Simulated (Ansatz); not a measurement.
**Te2Mo: Wannier inputs, tried as typed**

Which of these Wannier inputs for Te2Mo end well? Each is run as it stands.

Program: Ansatz 0.2.0. Level of theory: plane waves, PAW; the settings change from run to run, as each input shows. These are calculated values, not measurements.

2 further runs of the same task are left out: 2 that didn't finish.

## (1) The system as given

The structure is hexagonal, space group P6_3/mmc (No. 194). The conventional cell has a = 3.542 Å, b = 3.542 Å, c = 14.177 Å, α = 90.00°, β = 90.00°, γ = 120.00°. Te (site symmetry 3m) is surrounded by 3 Mo at 2.72 Å. Around Mo (site symmetry -6m2) lie 6 Te at 2.72 Å.

As a file:

```cif
data_structure
_symmetry_space_group_name_H-M 'P 1'
_symmetry_Int_Tables_number 1
_cell_length_a 3.5421
_cell_length_b 3.5421
_cell_length_c 14.1766
_cell_angle_alpha 90.000
_cell_angle_beta 90.000
_cell_angle_gamma 120.000
_cell_volume 154.04
loop_
_atom_site_label
_atom_site_type_symbol
_atom_site_fract_x
_atom_site_fract_y
_atom_site_fract_z
_atom_site_occupancy
Te1 Te 0.33333 0.66667 0.62341 1
Te2 Te 0.66667 0.33333 0.12341 1
Te3 Te 0.33333 0.66667 0.87659 1
Te4 Te 0.66667 0.33333 0.37659 1
Mo1 Mo 0.33333 0.66667 0.25000 1
Mo2 Mo 0.66667 0.33333 0.75000 1
```

Cell and atoms come from an earlier r2SCAN+rVV10 relaxation. No spin polarisation is used; should the compound be magnetic, its bands and low-energy spectrum would differ. No run includes spin-orbit coupling, which matters for Te.

## (2) Try 1

input.yaml reads:

```yaml
crystal:
  lattice:
    - [3.5421276613, 0.0, 0.0]
    - [-1.7710638307, 3.0675725381, 0.0]
    - [0.0, 0.0, 14.1766426936]
  atoms:
    - { symbol: Te, position: [0.3333333333, 0.6666666667, 0.6234149306] }
    - { symbol: Te, position: [0.6666666667, 0.3333333333, 0.1234149306] }
    - { symbol: Te, position: [0.3333333333, 0.6666666667, 0.8765850694] }
    - { symbol: Te, position: [0.6666666667, 0.3333333333, 0.3765850694] }
    - { symbol: Mo, position: [0.3333333333, 0.6666666667, 0.25] }
    - { symbol: Mo, position: [0.6666666667, 0.3333333333, 0.75] }
kpoints:
  mp_grid: { grid: [6, 6, 2] }
  band_path:
    path:
      - [[0.0, 0.0, 0.0], [0.5, -1.73326747584e-17, 0.0], [0.3333333333333, 0.3333333333333, 0.0], [0.0, 0.0, 0.0], [0.0, 0.0, 0.5], [0.5, -1.73326747584e-17, 0.5], [0.3333333333333, 0.3333333333333, 0.5], [0.0, 0.0, 0.5]]
      - [[0.5, -1.73326747584e-17, 0.5], [0.5, -1.73326747584e-17, 0.0]]
      - [[0.3333333333333, 0.3333333333333, 0.5], [0.3333333333333, 0.3333333333333, 0.0]]
    npoints: 10
hamiltonian:
  xc: pbe
scf:
  occupations: { method: fixed }
  n_extra_bands: 10
output:
  forces: false
  stress: false
  eigenvalues: true
  wannier:
    kmesh: [6, 6, 2]
    projections: [{ species: Mo, l: d, shell: 4 }]
    minimise: true
    write_hr: true
    conv_tol: 1.0e-08
    max_iter: 1000
    disentanglement: { window: [1.98, 21.86], frozen_window: [5.98, 13.86] }
    stability_check: false
```

Started as:

```bash
$ ansatz run input.yaml --threads 4 --pin off --max-ram 5529MiB --backend cpu --events-out ev --progress --plain --runs-dir out
```

Log:

```text
Warning: RAYON_NUM_THREADS=4 ignored (pool sized by the plan → 4); use --threads N
scf.n_extra_bands = 10 over 46 filled bands (N_el = 92.0): the run solves 56 bands
Engine: ansatz 0.2.0, aarch64-unknown-linux-gnu
Pseudopotentials: kind: paw
Pseudopotential: Te, paw, valence charge 16, recommended cutoff 420 eV (normal), Te.paw.azcp
Pseudopotential: Mo, paw, valence charge 14, recommended cutoff 420 eV (normal), Mo.paw.azcp
Functional definition: PBE
  parameter kappa = 0.804
  parameter beta = 0.06672455060314922
  exchange = pbe_x(kappa = kappa, mu = beta*pi^2/3)
  correlation = pbe_c(beta = beta)
Crystal: 6 atoms, lattice volume = 154.040 Å³
Basis set: ecut = 420 eV, 2981 PW (Γ)
Bands: 56, of which v1, the nominal top of the filled ones, is band 46 counted from 1 (45 counted from 0)
Symmetry: 24 space group operations
Space group: P63/mmc (ITA 194), of the structure as read, at distance tolerance 5.4e-5 Å
k-points: 14 of 72
Non-local potential: Te, projectors of the file, l = 0: 2, l = 1: 2, l = 2: 2, l = 3: 2
Non-local potential: Mo, projectors of the file, l = 0: 3, l = 1: 2, l = 2: 2, l = 3: 1
PAW form: soft (Blöchl's): semilocal exchange-correlation on the pseudo side does not see the compensation charge
PAW one-centre angular grid: Te, 590 points (default); XC on 64 Gauss nodes
PAW one-centre angular grid: Mo, 590 points (default); XC on 64 Gauss nodes
Initial density: superposition of atomic densities (neutral atoms: chi_scale 0, normalization atom), corrected by the library's trained network
Initial wavefunctions: pseudopotential atomic-orbital guess
Functional: x = pbe(κ = 0.804, μ = 0.2195149727645171), c = pbe(β = 0.06672455060314922)
SCF iter   1: F=—  HF=-37833.423418 eV  |F-HF|=—  |Δ(HF+E_count)|=         —  Δρ=4.13e-3  dr2=7.73e-3  ethr=1.77e-3  ⟨swp⟩=5.0  Hψ=2458  notcnv=0  defer=95
preconditioner: auto → Resta (q_TF=auto, 2.504 Å⁻¹)  ε∞=6.9  [insulator: Δε(μ)=0.888 eV  Ē_g=7.414 eV  n_scr=52 (ndim 8)  ℏωp=18.0 eV  f_vac=0.026  ε∞_Penn≈6.9]
SCF iter   2: F=—  HF=-37833.431795 eV  |F-HF|=—  |Δ(HF+E_count)|=   8.38e-3  Δρ=2.42e-3  dr2=2.75e-3  ethr=8.40e-6  ⟨swp⟩=2.3  Hψ=1196  notcnv=0  defer=111
SCF iter   3: F=—  HF=-37833.436186 eV  |F-HF|=—  |Δ(HF+E_count)|=   4.39e-3  Δρ=5.15e-4  dr2=1.20e-3  ethr=2.99e-6  ⟨swp⟩=2.0  Hψ=1027  notcnv=0  defer=110
SCF iter   4: F=—  HF=-37833.436092 eV  |F-HF|=—  |Δ(HF+E_count)|=   9.39e-5  Δρ=1.30e-4  dr2=2.11e-5  ethr=1.31e-6  ⟨swp⟩=2.0  Hψ=806  notcnv=0  defer=107
SCF iter   5: F=—  HF=-37833.436117 eV  |F-HF|=—  |Δ(HF+E_count)|=   2.57e-5  Δρ=6.70e-5  dr2=6.75e-6  ethr=2.30e-8  ⟨swp⟩=2.0  Hψ=974  notcnv=0  defer=67
SCF iter   6: F=—  HF=-37833.436135 eV  |F-HF|=—  |Δ(HF+E_count)|=   1.75e-5  Δρ=1.44e-5  dr2=3.71e-7  ethr=7.33e-9  ⟨swp⟩=2.0  Hψ=996  notcnv=0  defer=75
SCF iter   7: F=-37833.436136 eV  HF=-37833.436135 eV  |F-HF|=2.15e-8  |Δ(HF+E_count)|=   5.10e-7  Δρ=4.38e-6  dr2=3.86e-8  ethr=1.09e-10  ⟨swp⟩=11.1  Hψ=2963  notcnv=0
SCF 1 converged in 7 iterations: F = -37833.436136 eV  dr2 = 3.86e-8
NSCF: frozen V_eff on 93 k-points
NSCF: frozen V_eff on 18 k-points
the Wannier pass solved 18 of the 72 points of its mesh, and has the states at the others by symmetry: states obtained by the crystal's operations at points that were solved too leave a residual of 3.73e-13 eV (read by the count's bands and the next), within 8.33e-6 eV
NSCF: frozen V_eff on 18 k-points
the Wannier pass solved 18 of the 72 points of its mesh, and has the states at the others by symmetry: states obtained by the crystal's operations at points that were solved too leave a residual of 4.46e-13 eV (read by the count's bands and the next), within 8.33e-6 eV
NSCF: frozen V_eff on 18 k-points
the Wannier pass solved 18 of the 72 points of its mesh, and has the states at the others by symmetry: states obtained by the crystal's operations at points that were solved too leave a residual of 4.33e-13 eV (read by the count's bands and the next), within 8.33e-6 eV
SCF converged after 7 iterations
Free energy (F): -37833.436136 eV
Harris-Foulkes:  -37833.436135 eV  (|F-HF|=2.15e-8)
Internal energy: -37833.436136 eV  (E = F + TS)
E sigma→0 (E₀):  -37833.436136 eV
Fermi energy:    11.981328 eV
--- Per-component energies (eV) ---
  E_band       = -1186.624954
  E_kinetic    = 1608.321371
  E_local      = -7744.303853  (includes V_loc(G=0)·N_el)
  E_nonlocal   = -952.653519
  E_hartree    = 4294.427279
  E_xc         = -865.412168
  E_vxc        = -876.443792  (∫ρ·V_xc dr)
  E_paw        = -25053.927172  (= ΣΔE_a)
  E_vpaw       = -1810.402483  (= ΣTr[D̂ρ^β])
  E_aug_tail   = -0.000580  (compensation charges beyond the density's cutoff)
  E_ewald      = -9119.887494
  E_smearing   = -0.000000  (= −TS)
  E_closure    = 0.000000  (closes the sum)
  Σ components = -37833.436136   (vs F -37833.436136, Δ=0.00e0)
--- Band table (eV; the first three rows and the last of 14) ---
  k-point 0: bands = ["-48.8328", "-48.8328", "-24.6958", "-24.6958", "-24.6956", "-24.6956", "-24.6840", "-24.6840", "-24.6839", "-24.6839", "-24.6304", "-24.6304", "-24.6294", "-24.6294", "-24.6194", "-24.6194", "-24.6185", "-24.6185", "-24.6082", "-24.6071", "-24.5987", "-24.5976", "-22.9862", "-22.9862", "-22.8531", "-22.8531", "-22.8531", "-22.8531", "-0.9289", "-0.6714", "-0.0440", "0.3663", "6.2537", "7.3887", "9.0674", "10.1365", "10.1365", "10.1492", "10.1492", "10.9175", "10.9175", "10.9462", "10.9462", "11.0296", "11.5772", "11.9813", "14.8506", "14.8506", "14.9565", "14.9565", "15.0903", "15.0903", "15.2963", "15.2963", "17.5416", "18.0582"]
  k-point 1: bands = ["-48.8328", "-48.8328", "-24.6957", "-24.6957", "-24.6957", "-24.6957", "-24.6840", "-24.6840", "-24.6840", "-24.6840", "-24.6299", "-24.6299", "-24.6299", "-24.6299", "-24.6189", "-24.6189", "-24.6189", "-24.6189", "-24.6076", "-24.6076", "-24.5981", "-24.5981", "-22.9862", "-22.9862", "-22.8531", "-22.8531", "-22.8531", "-22.8531", "-0.8246", "-0.8246", "0.1831", "0.1831", "6.7029", "6.7029", "10.0438", "10.0438", "10.1428", "10.1428", "10.1428", "10.1428", "10.9319", "10.9319", "10.9319", "10.9319", "11.8848", "11.8848", "14.8847", "14.8847", "14.8847", "14.8847", "15.2118", "15.2118", "15.2118", "15.2118", "17.8918", "17.8918"]
  k-point 2: bands = ["-48.8307", "-48.8307", "-24.6930", "-24.6928", "-24.6902", "-24.6900", "-24.6883", "-24.6881", "-24.6792", "-24.6791", "-24.6325", "-24.6314", "-24.6313", "-24.6306", "-24.6259", "-24.6250", "-24.6199", "-24.6189", "-24.6059", "-24.6051", "-24.5959", "-24.5950", "-22.9694", "-22.9694", "-22.8864", "-22.8864", "-22.8592", "-22.8592", "-0.5548", "-0.3034", "0.2281", "0.6068", "6.6592", "7.7627", "8.8314", "9.3289", "9.3923", "9.8941", "10.4267", "10.4599", "10.4665", "10.5146", "10.7681", "11.0710", "11.5620", "11.6762", "13.7692", "14.0200", "14.0786", "14.2792", "14.3729", "14.6442", "15.0378", "15.3057", "18.2954", "19.0234"]
  k-point 13: bands = ["-48.8234", "-48.8234", "-24.6996", "-24.6996", "-24.6786", "-24.6786", "-24.6729", "-24.6729", "-24.6724", "-24.6724", "-24.6489", "-24.6489", "-24.6368", "-24.6368", "-24.6243", "-24.6243", "-24.6242", "-24.6242", "-24.6010", "-24.6010", "-24.5864", "-24.5864", "-22.9626", "-22.9626", "-22.9198", "-22.9198", "-22.9119", "-22.9119", "1.4656", "1.4656", "1.6997", "1.6997", "7.2871", "7.2871", "7.4268", "7.4268", "8.0249", "8.0249", "8.4858", "8.4858", "9.2306", "9.2306", "10.0571", "10.0571", "11.7938", "11.7938", "12.9129", "12.9129", "13.6734", "13.6734", "14.3388", "14.3388", "15.6121", "15.6121", "16.9348", "16.9348"]
WARN: one of the run's output files is refused, and neither it nor the files that depend on it are written in full: <dir> frozen window holds 14 > num_wann = 10 bands at ik = 0 (ik counts from 0, the k-points of the .win, .mmn and .eig files from 1)
Error: frozen window holds 14 > num_wann = 10 bands at ik = 0 (ik counts from 0, the k-points of the .win, .mmn and .eig files from 1)
```

It took 24 s on 4 threads of Arm Neoverse V2, shared host; peak memory 0.67 GiB.

**Diagnosis.** It ended in an error. The frozen window holds more states than there are functions. Fix: project on all shells that make up the frozen bands, or narrow the frozen window.

## (3) Try 2

Edit input.yaml of step 2 so:

```diff
@@ -36,3 +36,6 @@
     max_iter: 1000
-    disentanglement: { window: [1.98, 21.86], frozen_window: [5.98, 13.86] }
-    stability_check: false
+    disentanglement: { window: [-6.4, 20.1], frozen_window: [10.37, 16.03] }
+  write_density: true
+  write_potential: true
+  elf: true
+  volumetric_format: npy
```

Started as:

```bash
$ ansatz run input.yaml --threads 4 --pin off --max-ram 5529MiB --backend cpu --events-out ev --progress --plain --runs-dir out
```

Log:

```text
Warning: RAYON_NUM_THREADS=4 ignored (pool sized by the plan → 4); use --threads N
scf.n_extra_bands = 10 over 46 filled bands (N_el = 92.0): the run solves 56 bands
[... 9 set-up lines as earlier in the session ...]
Crystal: 6 atoms, lattice volume = 154.040 Å³
Basis set: ecut = 420 eV, 2981 PW (Γ)
Bands: 56, of which v1, the nominal top of the filled ones, is band 46 counted from 1 (45 counted from 0)
[... 2 set-up lines as earlier in the session ...]
k-points: 14 of 72
[... 8 set-up lines as earlier in the session ...]
SCF iter   1: F=—  HF=-37833.423418 eV  |F-HF|=—  |Δ(HF+E_count)|=         —  Δρ=4.13e-3  dr2=7.73e-3  ethr=1.77e-3  ⟨swp⟩=5.0  Hψ=2458  notcnv=0  defer=95
preconditioner: auto → Resta (q_TF=auto, 2.504 Å⁻¹)  ε∞=6.9  [insulator: Δε(μ)=0.888 eV  Ē_g=7.414 eV  n_scr=52 (ndim 8)  ℏωp=18.0 eV  f_vac=0.026  ε∞_Penn≈6.9]
SCF iter   2: F=—  HF=-37833.431795 eV  |F-HF|=—  |Δ(HF+E_count)|=   8.38e-3  Δρ=2.42e-3  dr2=2.75e-3  ethr=8.40e-6  ⟨swp⟩=2.3  Hψ=1196  notcnv=0  defer=111
SCF iter   3: F=—  HF=-37833.436186 eV  |F-HF|=—  |Δ(HF+E_count)|=   4.39e-3  Δρ=5.15e-4  dr2=1.20e-3  ethr=2.99e-6  ⟨swp⟩=2.0  Hψ=1027  notcnv=0  defer=110
SCF iter   4: F=—  HF=-37833.436092 eV  |F-HF|=—  |Δ(HF+E_count)|=   9.39e-5  Δρ=1.30e-4  dr2=2.11e-5  ethr=1.31e-6  ⟨swp⟩=2.0  Hψ=806  notcnv=0  defer=107
SCF iter   5: F=—  HF=-37833.436117 eV  |F-HF|=—  |Δ(HF+E_count)|=   2.57e-5  Δρ=6.70e-5  dr2=6.75e-6  ethr=2.30e-8  ⟨swp⟩=2.0  Hψ=974  notcnv=0  defer=67
SCF iter   6: F=—  HF=-37833.436135 eV  |F-HF|=—  |Δ(HF+E_count)|=   1.75e-5  Δρ=1.44e-5  dr2=3.71e-7  ethr=7.33e-9  ⟨swp⟩=2.0  Hψ=996  notcnv=0  defer=75
SCF iter   7: F=-37833.436136 eV  HF=-37833.436135 eV  |F-HF|=2.15e-8  |Δ(HF+E_count)|=   5.10e-7  Δρ=4.38e-6  dr2=3.86e-8  ethr=1.09e-10  ⟨swp⟩=11.1  Hψ=2963  notcnv=0
SCF 1 converged in 7 iterations: F = -37833.436136 eV  dr2 = 3.86e-8
NSCF: frozen V_eff on 93 k-points
NSCF: frozen V_eff on 18 k-points
the Wannier pass solved 18 of the 72 points of its mesh, and has the states at the others by symmetry: states obtained by the crystal's operations at points that were solved too leave a residual of 3.73e-13 eV (read by the count's bands and the next), within 8.33e-6 eV
NSCF: frozen V_eff on 18 k-points
the Wannier pass solved 18 of the 72 points of its mesh, and has the states at the others by symmetry: states obtained by the crystal's operations at points that were solved too leave a residual of 4.46e-13 eV (read by the count's bands and the next), within 8.33e-6 eV
NSCF: frozen V_eff on 18 k-points
the Wannier pass solved 18 of the 72 points of its mesh, and has the states at the others by symmetry: states obtained by the crystal's operations at points that were solved too leave a residual of 4.33e-13 eV (read by the count's bands and the next), within 8.33e-6 eV
SCF converged after 7 iterations
Free energy (F): -37833.436136 eV
Harris-Foulkes:  -37833.436135 eV  (|F-HF|=2.15e-8)
Internal energy: -37833.436136 eV  (E = F + TS)
E sigma→0 (E₀):  -37833.436136 eV
Fermi energy:    11.981328 eV
--- Per-component energies (eV) ---
  E_band       = -1186.624954
  E_kinetic    = 1608.321371
  E_local      = -7744.303853  (includes V_loc(G=0)·N_el)
  E_nonlocal   = -952.653519
  E_hartree    = 4294.427279
  E_xc         = -865.412168
  E_vxc        = -876.443792  (∫ρ·V_xc dr)
  E_paw        = -25053.927172  (= ΣΔE_a)
  E_vpaw       = -1810.402483  (= ΣTr[D̂ρ^β])
  E_aug_tail   = -0.000580  (compensation charges beyond the density's cutoff)
  E_ewald      = -9119.887494
  E_smearing   = -0.000000  (= −TS)
  E_closure    = 0.000000  (closes the sum)
  Σ components = -37833.436136   (vs F -37833.436136, Δ=0.00e0)
--- Band table (eV; the first three rows and the last of 14) ---
  k-point 0: bands = ["-48.8328", "-48.8328", "-24.6958", "-24.6958", "-24.6956", "-24.6956", "-24.6840", "-24.6840", "-24.6839", "-24.6839", "-24.6304", "-24.6304", "-24.6294", "-24.6294", "-24.6194", "-24.6194", "-24.6185", "-24.6185", "-24.6082", "-24.6071", "-24.5987", "-24.5976", "-22.9862", "-22.9862", "-22.8531", "-22.8531", "-22.8531", "-22.8531", "-0.9289", "-0.6714", "-0.0440", "0.3663", "6.2537", "7.3887", "9.0674", "10.1365", "10.1365", "10.1492", "10.1492", "10.9175", "10.9175", "10.9462", "10.9462", "11.0296", "11.5772", "11.9813", "14.8506", "14.8506", "14.9565", "14.9565", "15.0903", "15.0903", "15.2963", "15.2963", "17.5416", "18.0582"]
  k-point 1: bands = ["-48.8328", "-48.8328", "-24.6957", "-24.6957", "-24.6957", "-24.6957", "-24.6840", "-24.6840", "-24.6840", "-24.6840", "-24.6299", "-24.6299", "-24.6299", "-24.6299", "-24.6189", "-24.6189", "-24.6189", "-24.6189", "-24.6076", "-24.6076", "-24.5981", "-24.5981", "-22.9862", "-22.9862", "-22.8531", "-22.8531", "-22.8531", "-22.8531", "-0.8246", "-0.8246", "0.1831", "0.1831", "6.7029", "6.7029", "10.0438", "10.0438", "10.1428", "10.1428", "10.1428", "10.1428", "10.9319", "10.9319", "10.9319", "10.9319", "11.8848", "11.8848", "14.8847", "14.8847", "14.8847", "14.8847", "15.2118", "15.2118", "15.2118", "15.2118", "17.8918", "17.8918"]
  k-point 2: bands = ["-48.8307", "-48.8307", "-24.6930", "-24.6928", "-24.6902", "-24.6900", "-24.6883", "-24.6881", "-24.6792", "-24.6791", "-24.6325", "-24.6314", "-24.6313", "-24.6306", "-24.6259", "-24.6250", "-24.6199", "-24.6189", "-24.6059", "-24.6051", "-24.5959", "-24.5950", "-22.9694", "-22.9694", "-22.8864", "-22.8864", "-22.8592", "-22.8592", "-0.5548", "-0.3034", "0.2281", "0.6068", "6.6592", "7.7627", "8.8314", "9.3289", "9.3923", "9.8941", "10.4267", "10.4599", "10.4665", "10.5146", "10.7681", "11.0710", "11.5620", "11.6762", "13.7692", "14.0200", "14.0786", "14.2792", "14.3729", "14.6442", "15.0378", "15.3057", "18.2954", "19.0234"]
  k-point 13: bands = ["-48.8234", "-48.8234", "-24.6996", "-24.6996", "-24.6786", "-24.6786", "-24.6729", "-24.6729", "-24.6724", "-24.6724", "-24.6489", "-24.6489", "-24.6368", "-24.6368", "-24.6243", "-24.6243", "-24.6242", "-24.6242", "-24.6010", "-24.6010", "-24.5864", "-24.5864", "-22.9626", "-22.9626", "-22.9198", "-22.9198", "-22.9119", "-22.9119", "1.4656", "1.4656", "1.6997", "1.6997", "7.2871", "7.2871", "7.4268", "7.4268", "8.0249", "8.0249", "8.4858", "8.4858", "9.2306", "9.2306", "10.0571", "10.0571", "11.7938", "11.7938", "12.9129", "12.9129", "13.6734", "13.6734", "14.3388", "14.3388", "15.6121", "15.6121", "16.9348", "16.9348"]
WARN: one of the run's output files is refused, and neither it nor the files that depend on it are written in full: <dir> frozen window holds 15 > num_wann = 10 bands at ik = 0 (ik counts from 0, the k-points of the .win, .mmn and .eig files from 1)
Error: frozen window holds 15 > num_wann = 10 bands at ik = 0 (ik counts from 0, the k-points of the .win, .mmn and .eig files from 1)
```

Wall time 24 s (4 threads of Arm Neoverse V2, shared host); peak memory 0.71 GiB.

Diagnosis: The run stopped with an error. The frozen window holds more states than there are functions. Cure: project on all shells that make up the frozen bands, or narrow the frozen window.

## (4) How the runs ended

```tsv
try	settings	ended	fault	time
1	PBE, 10 functions, 6×6×2, window 1.98 to 21.86 eV, frozen 5.98 to 13.86 eV	stopped by an error	the frozen window holds more states than there are functions	24 s
2	PBE, 10 functions, 6×6×2, window -6.4 to 20.1 eV, frozen 10.37 to 16.03 eV	stopped by an error	the frozen window holds more states than there are functions	24 s
```

**Reading.** 2 stopped by an error. No run passed without a fault or warning, so no result is quoted.
